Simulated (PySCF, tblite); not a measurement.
# C₄H₂BBrF₂: geometry, infrared bands and NMR shifts

Wanted: the infrared bands and NMR shifts of C₄H₂BBrF₂ (`BC#C/C(F)=C(\F)Br`), by calculation.

The runs use tblite 0.8.0 and PySCF 2.14.0, with density-fitted response routines of our own; the level of theory stands in each step. All values are computed, except where a source is named. Atoms are numbered from 0 throughout.

**1. The starting structure**

10 atoms, charge 0, multiplicity 1; geometry from: force field or distance geometry start.

Bonds of the start (Å): B0–C1 1.52, C1–C2 1.22, C2–C3 1.43, C3–F4 1.35, C3–C5 1.34, C5–F6 1.35, C5–Br7 1.92, B0–H8 1.18, B0–H9 1.19.

**2. Relaxing the molecule with GFN2-xTB**

Job settings and geometry (Å):

```
{"job": {"kind": "relax", "xc": "GFN2-xTB", "basis": "xTB"}, "charge": 0, "multiplicity": 1}
B     -2.739400     0.520300     0.589100
C     -1.234000     0.429000     0.395500
C     -0.025800     0.342700     0.263400
C      1.389600     0.261200     0.078200
F      2.113300     1.395600     0.009000
C      1.989100    -0.933100     0.008100
F      1.278600    -2.079800     0.091200
Br     3.894000    -1.045700    -0.215200
H     -3.252100     1.575500     0.736900
H     -3.404500    -0.461000     0.650000
```

Run with:

```
> OMP_NUM_THREADS=1 python probes_run.py task.json out
```

This one command runs all jobs of the session in turn.

**Question.** This job is followed by: GFN2-xTB harmonic vibrations, gas phase; GIAO PBE0/pcSseg-1 NMR shielding, non-relativistic, gas phase. What will the session give for the following? strongest single infrared mode (GFN2-xTB); zero-point energy (GFN2-xTB); 13C shifts against TMS (PBE0/pcSseg-1); 1H shifts against TMS (PBE0/pcSseg-1, means over atoms taken as alike); 11B shifts against BF3·OEt2 (PBE0/pcSseg-1); 19F shifts against CFCl3 (PBE0/pcSseg-1); 79Br shifts against HBr (PBE0/pcSseg-1).

The runs gave:

```
                                                              quantity                           value
                             strongest single infrared mode (GFN2-xTB)           1131 cm⁻¹, 258 km/mol
                                          zero-point energy (GFN2-xTB)                   28.4 kcal/mol
                                13C shifts against TMS (PBE0/pcSseg-1)  175.2, 143.2, 133.8, 132.6 ppm
1H shifts against TMS (PBE0/pcSseg-1, means over atoms taken as alike)                        6.79 ppm
                           11B shifts against BF3·OEt2 (PBE0/pcSseg-1)                        63.2 ppm
                              19F shifts against CFCl3 (PBE0/pcSseg-1)               -76.0, -140.8 ppm
                               79Br shifts against HBr (PBE0/pcSseg-1)                         734 ppm
```

**Reading.** Over 40 steps the energy fell by 0.110 eV; of the close pairs, C5–Br7 changed most, 1.921 to 1.876 Å. No mode is imaginary among the 24: a minimum at this level. The strongest single mode, at 1131 cm⁻¹, moves mainly C5 and F6. Unscaled tight-binding wavenumbers are off by several per cent, some by more. Its intensities can rank the bands wrongly. C5 stands next to heavy halogen, whose spin-orbit shielding this run leaves out, so the computed shift lies too far downfield, most of all for carbon beside Br or I. At PBE0/pcSseg-1: The largest span, 1278 ppm, is at Br7, where the paramagnetic term is -1233 ppm. Spin-orbit coupling is left out, which matters for shieldings and couplings at and beside the heavy atoms.
